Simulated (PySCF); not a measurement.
# H2O2Zn: the cost of one run

Programs: PySCF 2.14.0. All values are calculated, for the isolated system unless a continuum is named. Atoms count from 0, parts from 1.

## (1) The system as given

Each species was relaxed by itself at PBE0-D3(BJ)/def2-SVPD.

## (2) Reaction energy: wB97M-D3(BJ)/def2-TZVPD

Job settings and geometry (Å):

```
{"job": {"kind": "react", "xc": "wB97M-D3(BJ)", "basis": "def2-TZVPD"}, "charge": 0, "multiplicity": 1}
-1 H2O2Zn charge 0 multiplicity 1
O     -0.671730     1.617360     0.430030
Zn    -0.028050    -0.021580     0.210400
O      0.578050    -1.688710     0.259400
H     -0.763150     2.180400    -0.341910
H      0.884870    -2.087480    -0.557930

+1 HOZn charge 0 multiplicity 2
O      0.005880     0.520870    -0.160470
Zn    -0.802460    -0.796530     0.811050
H      0.796760     0.275560    -0.650700

+1 HO charge 0 multiplicity 2
O      0.485640     0.017680    -0.007600
H     -0.488160    -0.017680     0.007530
```

Level: wB97M-D3(BJ)/def2-TZVPD reaction energy of separated species, gas phase.

Run with:

```bash
$ OMP_NUM_THREADS=1 python cluster_run.py task.json out
```

The driver reads the jobs from task.json and runs them one after another.

**Question.** How long does this first job take on 1 thread of Arm Neoverse N1, shared host, and how much memory does it need?

About 21 s, with a peak of 0.53 GiB.
